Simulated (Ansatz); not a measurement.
# HfSi+ (quartet): the correlation ladder, def2-QZVPP

The task here is to estimate one member of a computed series from the others.

Program: Ansatz 0.2.0, Gaussian basis. Level of theory: def2-QZVPP, core rule «outside noble gas», up to 9 orbitals frozen. These are calculated values, not measurements.

Plan: UHF; ROHF; CCSD(T) on UHF.

### What is computed

The geometry is a PBE0/def2-TZVP stationary point (not a proven minimum). No spin-orbit coupling is included. Elements past krypton take def2 core potentials.

2 atoms, charge 1, spin multiplicity 4.

Atoms are counted from 1 here; the program's logs count them from 0.

Bond lengths: Hf1–Si2 2.513 Å.

The first run:

in.yaml reads:

```yaml
crystal:
  periodic: [false, false, false]
  atoms:
    - {symbol: Hf, position_ang: [0.000000, 0.000000, 0.000000]}
    - {symbol: Si, position_ang: [0.000000, 0.000000, 2.513200]}
basis:
  gaussian: {orbitals: "def2-QZVPP.json"}
total_charge: 1
magnetization: {spin_polarized: true, initial_magnetization: 3}
hamiltonian: {xc: hf}
output: {orbitals: {seedname: orbitals}}
```

Run with:

```console
> ansatz run in.yaml --threads 1 --pin off --events-out ev --progress --plain --max-ram 4096MiB --backend cpu
```

Among the steps run: UHF; ROHF; CCSD(T) on UHF.

One of the session's tables, all rows but one given; the rest of the session is left out.

```
  method  from UCCSD(T) (meV)
    ROHF              +5060.6
    UMP2              +1199.6
   UCCSD                    ?
UCCSD(T)                    0
```

Estimate the missing values for UCCSD.

**Answer.** from UCCSD(T) (meV): +361.8. In the column «from UCCSD(T) (meV)» it lies between UCCSD(T) (0) and UMP2 (+1199.6).

Left out of the table: UHF (another determinant or state than the rows shown).

Limits of these values: The determinant is far from a pure spin state, so its energy mixes those of several spin states (harmless only where they are near-degenerate, as at dissociation). Warnings: spin contamination; coupled cluster took another determinant than the lowest.
